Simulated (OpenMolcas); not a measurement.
**A workflow on InSiNH6 (SMILES N[SiH2][InH2])**

We compute the energy (HF/ANO-RCC-MB), then the energy (CASSCF(2,2)/ANO-RCC-VDZP), then an energy scan (CASPT2(2,2)/ANO-RCC-VDZP), then the energy along one coordinate (SC-NEVPT2(2,2)/ANO-RCC-VDZP), then an energy scan (MC-PDFT[tPBE](2,2)/ANO-RCC-VDZP) of InSiNH6. 

The calculation is run with OpenMolcas 26.06.

## (1) Starting point

The species is InSiNH6 (9 atoms), meant as a singlet with charge 0. SMILES: `N[SiH2][InH2]`. The shape is that of a PBE0-D4/def2-TZVP optimisation. This is one conformer, not always the lowest.

Bond lengths: N1–Si2 1.729 Å, Si2–In3 2.572 Å, N1–H4 1.007 Å, N1–H5 1.008 Å, Si2–H6 1.491 Å, Si2–H7 1.501 Å, In3–H8 1.735 Å, In3–H9 1.730 Å. Some angles: N1–Si2–In3 109.0°, N1–Si2–H6 107.5°, N1–Si2–H7 115.0°, In3–Si2–H6 111.6°, In3–Si2–H7 108.8°, Si2–N1–H4 119.3°, Si2–N1–H5 120.1°, Si2–In3–H8 120.6°, Si2–In3–H9 122.7°, H6–Si2–H7 104.9°.

## (2) The energy at HF/ANO-RCC-MB (DKH2) (run 1)

struct.xyz

```xyz
9

N     -0.891500     0.591400    -1.336400
Si     0.373800     0.744000    -0.168700
In     0.267200    -1.255400     1.446100
H     -1.095600    -0.314200    -1.726600
H     -1.035700     1.316000    -2.022500
H      0.170000     2.036500     0.545200
H      1.758900     0.832100    -0.740700
H     -0.551200    -2.716800     0.991900
H      1.004100    -1.233700     3.011600
```

step1.inp

```
&GATEWAY
  Coord = struct.xyz
  Basis = ANO-RCC-MB
  Group = NoSym

&SEWARD

&SCF
  PrOrbitals = 0

&LOCALISATION
  Occupied
  Freeze
  Pipek-Mezey

&LOCALISATION
  FileOrb = $Project.LocOrb
  Virtual
  Pipek-Mezey
```

Command:

```sh
$ export MOLCAS_MEM=1860
$ pymolcas step1.inp > step1.log
```

The program printed:

```text
--- Start Module: gateway ---
[...]
--- Stop Module: gateway /rc=_RC_ALL_IS_WELL_ ---
[...]
      Basis functions           47
[...]
       Convergence after   9 Iterations
[...]
::    Total SCF energy                              -6224.3891206069
[...]
      Total spin, S                                     0.0000000000
[...]
      Total electronic charge=   76.000000
      Total            charge=   -0.000000
[...]
      Dipole Moment (debye):
      Origin of the operator (angstrom)=    0.1776   -0.7073    0.8764
                   X=  3.1344E-02               Y= -4.1205E-01               Z= -9.1420E-01           Total=  1.0033E+00
      Quadrupole Moment (debye*angstrom):
[...]
--- Start Module: localisation ---
[...]
--- Stop Module: localisation /rc=_RC_ALL_IS_WELL_ ---
--- Start Module: localisation ---
[...]
--- Stop Module: localisation /rc=_RC_ALL_IS_WELL_ ---
[...]
```

It took 6 s on 1 thread of Arm Neoverse V1, shared host; peak memory 0.41 GiB.

## (3) The energy at CASSCF(2,2)/ANO-RCC-VDZP (DKH2, RICD fitting) (run 2)

struct.xyz is that of step 2.

step2.inp

```
&GATEWAY
Coord = struct.xyz
Basis = ANO-RCC-MB
Group = NoSym
&SEWARD
&RASSCF
FileOrb = $CurrDir/step1.LocOrb
Alter = 1
1 39 40
Spin = 1
Nactel = 2 0 0
Inactive = 37
Ras2 = 2
OrbListing = Nothing
>>> COPY $Project.RunFile RUNFIL1
>>> COPY $Project.RasOrb INPORB
&GATEWAY
Coord = struct.xyz
Basis = ANO-RCC-VDZP
Group = NoSym
RICD
&SEWARD
>>> COPY $Project.RunFile RUNFIL2
&EXPBAS
&RASSCF
FileOrb = $Project.ExpOrb
Spin = 1
Nactel = 2 0 0
Inactive = 37
Ras2 = 2
OrbListing = Nothing
OrbAppear = Compact
```

Command:

```sh
$ export MOLCAS_MEM=1860
$ pymolcas step2.inp > step2.log
```

The program printed:

```text
--- Start Module: gateway ---
[...]
--- Stop Module: gateway /rc=_RC_ALL_IS_WELL_ ---
[...]
      Basis functions           47
[...]
      Number of active orbitals                  2
[...]
      Spin quantum number                      0.0
[...]
      Active orbitals                            2
[...]
      Number of CSFs                             3
[...]
      Number of root(s) required                 1
[...]
      Convergence after 10 iterations
[...]
      printout of CI-coefficients larger than  0.05 for root  1
      energy=   -6224.395524
      conf/sym  11     Coeff  Weight
             1  20   0.99525 0.99053
             3  02  -0.09733 0.00947
      Natural orbitals and occupation numbers for root  1
      sym 1:   1.981054   0.018946
      ************************************************************************************************************************
      *                                                    Final results                                                     *
[...]
::    RASSCF root number  1 Total energy:  -6224.39552358
[...]
      Basis functions          105
[...]
--- Start Module: expbas ---
[...]
--- Stop Module: expbas /rc=_RC_ALL_IS_WELL_ ---
--- Start Module: rasscf ---
[...]
      Convergence after 16 iterations
[...]
      Natural orbitals and occupation numbers for root  1
      sym 1:   1.980100   0.019900
      ************************************************************************************************************************
      *                                                    Final results                                                     *
[...]
::    RASSCF root number  1 Total energy:  -6224.61504388
[...]
      Total electronic charge=   76.000000
      Total            charge=   -0.000000
[...]
      Dipole Moment (debye):
      Origin of the operator (angstrom)=    0.1776   -0.7073    0.8764
                   X= -1.7312E-01               Y=  3.0041E-01               Z= -1.5377E+00           Total=  1.5764E+00
      Quadrupole Moment (debye*angstrom):
[...]
--- Stop Module: rasscf /rc=_RC_ALL_IS_WELL_ ---
[...]
```

Run time: 26 s. Hardware: 1 thread of Arm Neoverse V1, shared host; peak memory 0.41 GiB.

## (4) The energy along one coordinate at CASPT2(2,2)/ANO-RCC-VDZP (DKH2, RICD fitting, ipea shift 0.25 Eh, pt2 variant SS) (run 3)

step3.inp

```
>>> EXPORT MOLCAS_PRINT=2
>>> COPY $CurrDir/step2.RasOrb $Project.RasOrb
>>> ForEach K in (1, 2, 3, 4, 5, 6, 7, 8, 9)

&GATEWAY
 Coord=$CurrDir/point$K.xyz
 Basis=ANO-RCC-VDZP
 Group=NoSym
 RICD

&SEWARD

&RASSCF
 FileOrb=$Project.RasOrb
 Spin=1
 Nactel=2 0 0
 Inactive=37
 Ras2=2
 OrbListing=Nothing
 OrbAppear=Compact

&CASPT2
 Imaginary=0.2
 Frozen=24
>>> EndDo
```

Command:

```sh
$ export MOLCAS_MEM=1860
$ pymolcas step3.inp > step3.log
```

The program printed:

```text
[...]
      Basis functions          105
[...]
      Number of active orbitals                  2
[...]
      Spin quantum number                      0.0
[...]
      Active orbitals                            2
[...]
      Number of CSFs                             3
[...]
      Number of root(s) required                 1
[...]
      Convergence after 22 iterations
[...]
      Natural orbitals and occupation numbers for root  1
      sym 1:   1.987843   0.012157
      ************************************************************************************************************************
      *                                                    Final results                                                     *
[...]
::    RASSCF root number  1 Total energy:  -6224.59439692
[...]
::    CASPT2 Root  1     Total energy:  -6225.28757771
[...]
      Convergence after 12 iterations
[...]
      Natural orbitals and occupation numbers for root  1
      sym 1:   1.980114   0.019886
      ************************************************************************************************************************
      *                                                    Final results                                                     *
[...]
      Convergence after 11 iterations
[...]
      Natural orbitals and occupation numbers for root  1
      sym 1:   1.578559   0.421441
      ************************************************************************************************************************
      *                                                    Final results                                                     *
[...]
      Convergence after 11 iterations
[...]
      Natural orbitals and occupation numbers for root  1
      sym 1:   1.288632   0.711368
      ************************************************************************************************************************
      *                                                    Final results                                                     *
[...]
      Convergence after  9 iterations
[...]
      Natural orbitals and occupation numbers for root  1
      sym 1:   1.095314   0.904686
      ************************************************************************************************************************
      *                                                    Final results                                                     *
[...]
::    RASSCF root number  1 Total energy:  -6224.53291447
[...]
::    CASPT2 Root  1     Total energy:  -6225.20160709
[...]
      Convergence after  7 iterations
[...]
::    RASSCF root number  1 Total energy:  -6224.53265649
[...]
::    CASPT2 Root  1     Total energy:  -6225.20113381
[...]
```

Wall time 3 min (1 thread of Arm Neoverse V1, shared host); peak memory 0.37 GiB.

The scan, from its lowest point:

| In3–Si2 (Å) | energy (kJ/mol) |
| --- | --- |
| 2.315 | 34.6 |
| 2.572 | 0.0 |
| 2.829 | 19.1 |
| 3.215 | 81.0 |
| 3.730 | 162.8 |
| 4.373 | 225.5 |
| 5.145 | 252.8 |
| 6.173 | 260.3 |
| 7.717 | 261.5 |

## (5) An energy scan at SC-NEVPT2(2,2)/ANO-RCC-VDZP (DKH2, RICD fitting, pt2 variant SC-NEVPT2) (run 4)

step4.inp

```
* H6InNSi NEVPT2
>>> EXPORT MOLCAS_PRINT=2
>>> COPY $CurrDir/step2.RasOrb $Project.RasOrb
>>> ForEach K in (1, 2, 3, 4, 5, 6, 7, 8, 9)

&GATEWAY
 Coord
 $CurrDir/point$K.xyz
 Basis
 ANO-RCC-VDZP
 Group
 NoSym
 RICD

&SEWARD

&RASSCF
 FileOrb
 $Project.RasOrb
 Spin
 1
 Nactel
 2 0 0
 Inactive
 37
 Ras2
 2
 OrbListing
 Nothing
 OrbAppear
 Compact

&CASPT2
 SC-NEVPT2
 Frozen
 24
>>> EndDo
```

Command:

```sh
$ export MOLCAS_MEM=1860
$ pymolcas step4.inp > step4.log
```

The program printed:

```text
[...]
      Basis functions          105
[...]
      Number of active orbitals                  2
[...]
      Spin quantum number                      0.0
[...]
      Active orbitals                            2
[...]
      Number of CSFs                             3
[...]
      Number of root(s) required                 1
[...]
      Convergence after 22 iterations
[...]
      printout of CI-coefficients larger than  0.05 for root  1
      energy=   -6224.594397
      conf/sym  11     Coeff  Weight
             1  20   0.99696 0.99392
             3  02  -0.07797 0.00608
      Natural orbitals and occupation numbers for root  1
      sym 1:   1.987843   0.012157
      ************************************************************************************************************************
      *                                                    Final results                                                     *
[...]
::    RASSCF root number  1 Total energy:  -6224.59439692
[...]
      E2 (Variational):          -0.6900894418
[...]
::    SC-NEVPT2 Root  1     Total energy:  -6225.28443664
[...]
      Convergence after 12 iterations
[...]
      Natural orbitals and occupation numbers for root  1
      sym 1:   1.980114   0.019886
      ************************************************************************************************************************
      *                                                    Final results                                                     *
[...]
      Convergence after 11 iterations
[...]
      Natural orbitals and occupation numbers for root  1
      sym 1:   1.578559   0.421441
      ************************************************************************************************************************
      *                                                    Final results                                                     *
[...]
      Convergence after 11 iterations
[...]
      Natural orbitals and occupation numbers for root  1
      sym 1:   1.288632   0.711368
      ************************************************************************************************************************
      *                                                    Final results                                                     *
[...]
      Convergence after  9 iterations
[...]
::    RASSCF root number  1 Total energy:  -6224.53291447
[...]
::    SC-NEVPT2 Root  1     Total energy:  -6225.20043762
[...]
      Convergence after  7 iterations
[...]
::    RASSCF root number  1 Total energy:  -6224.53265649
[...]
      E2 (Variational):          -0.6672997365
[...]
      Reference weight:           0.84220
[...]
::    SC-NEVPT2 Root  1     Total energy:  -6225.19995623
[...]
```

It took 2.9 min on 1 thread of Arm Neoverse V1, shared host; peak memory 0.37 GiB.

The scan, from its lowest point:

| In3–Si2 (Å) | energy (kJ/mol) |
| --- | --- |
| 2.315 | 36.0 |
| 2.572 | 0.0 |
| 2.829 | 17.8 |
| 3.215 | 78.6 |
| 3.730 | 160.2 |
| 4.373 | 223.1 |
| 5.145 | 249.6 |
| 6.173 | 256.6 |
| 7.717 | 257.8 |

## (6) An energy scan at MC-PDFT[tPBE](2,2)/ANO-RCC-VDZP (DKH2, RICD fitting) (run 5)

step5.input

```
>>> COPY $CurrDir/step2.RasOrb $Project.RasOrb
>>> ForEach K in (1, 2, 3, 4, 5, 6, 7, 8, 9)
&gateway
coord
$CurrDir/point$K.xyz
basis
ANO-RCC-VDZP
group
NoSym
ricd
&seward
&rasscf
fileorb
$Project.RasOrb
spin
1
nactel
2 0 0
inactive
37
ras2
2
orblisting
Nothing
orbappear
Compact
&mcpdft
ksdft
T:PBE
>>> EndDo
```

Command:

```sh
$ export MOLCAS_MEM=1860
$ pymolcas step5.input > step5.log
```

The program printed:

```text
--- Start Module: gateway ---
[...]
      Basis functions          105
[...]
      Number of active orbitals                  2
[...]
      Spin quantum number                      0.0
[...]
      Active orbitals                            2
[...]
      Number of CSFs                             3
[...]
      Number of root(s) required                 1
[...]
      Convergence after 22 iterations
[...]
      printout of CI-coefficients larger than  0.05 for root  1
      energy=   -6224.594397
      conf/sym  11     Coeff  Weight
             1  20   0.99696 0.99392
             3  02  -0.07797 0.00608
      Natural orbitals and occupation numbers for root  1
      sym 1:   1.987843   0.012157
      ************************************************************************************************************************
      *                                                    Final results                                                     *
[...]
::    RASSCF root number  1 Total energy:  -6224.59439692
[...]
::    MCPDFT root number  1 Total energy:  -6227.61664789
[...]
      Convergence after 12 iterations
[...]
      Natural orbitals and occupation numbers for root  1
      sym 1:   1.980114   0.019886
      ************************************************************************************************************************
      *                                                    Final results                                                     *
[...]
      Convergence after 11 iterations
[...]
      Natural orbitals and occupation numbers for root  1
      sym 1:   1.578559   0.421441
      ************************************************************************************************************************
      *                                                    Final results                                                     *
[...]
      Convergence after 11 iterations
[...]
      Natural orbitals and occupation numbers for root  1
      sym 1:   1.288632   0.711368
      ************************************************************************************************************************
      *                                                    Final results                                                     *
[...]
      Convergence after  9 iterations
[...]
::    RASSCF root number  1 Total energy:  -6224.53291447
[...]
::    MCPDFT root number  1 Total energy:  -6227.52663346
[...]
      Convergence after  7 iterations
[...]
::    RASSCF root number  1 Total energy:  -6224.53265649
[...]
      Total electronic charge=   76.000000
      Total            charge=   -0.000000
[...]
::    MCPDFT root number  1 Total energy:  -6227.52657595
[...]
```

Wall time 3 min (1 thread of Arm Neoverse V1, shared host); peak memory 0.37 GiB.

The scan, from its lowest point:

| In3–Si2 (Å) | energy (kJ/mol) |
| --- | --- |
| 2.315 | 34.8 |
| 2.572 | 0.0 |
| 2.829 | 16.7 |
| 3.215 | 76.0 |
| 3.730 | 160.7 |
| 4.373 | 232.7 |
| 5.145 | 264.7 |
| 6.173 | 271.1 |
| 7.717 | 271.3 |

## (7) Outcome

| quantity | value |
| --- | --- |
| run 1, HF/ANO-RCC-MB: total energy | -6224.38912 Eh |
| run 1, HF/ANO-RCC-MB: dipole moment | 1.00 D |
| run 1, HF/ANO-RCC-MB: HOMO energy | -9.96 eV |
| run 1, HF/ANO-RCC-MB: LUMO energy | 0.14 eV |
| run 1, HF/ANO-RCC-MB: HOMO–LUMO gap | 10.10 eV |
| run 2, CASSCF(2,2)/ANO-RCC-VDZP: total energy | -6224.61504 Eh |
| run 2, CASSCF(2,2)/ANO-RCC-VDZP: dipole moment (CASSCF density) | 1.58 D |
| run 3, CASPT2(2,2)/ANO-RCC-VDZP: lowest energy of the scan | -6225.30075 Eh |
| run 4, SC-NEVPT2(2,2)/ANO-RCC-VDZP: lowest energy of the scan | -6225.29816 Eh |
| run 5, MC-PDFT[tPBE](2,2)/ANO-RCC-VDZP: lowest energy of the scan | -6227.62990 Eh |

In words: Mulliken charges (run 1, HF/ANO-RCC-MB) run from -0.76 on N1 to +0.37 on In3. Mulliken charges (run 2, CASSCF(2,2)/ANO-RCC-VDZP) run from -0.31 on N1 to +0.65 on In3; they depend strongly on the basis.
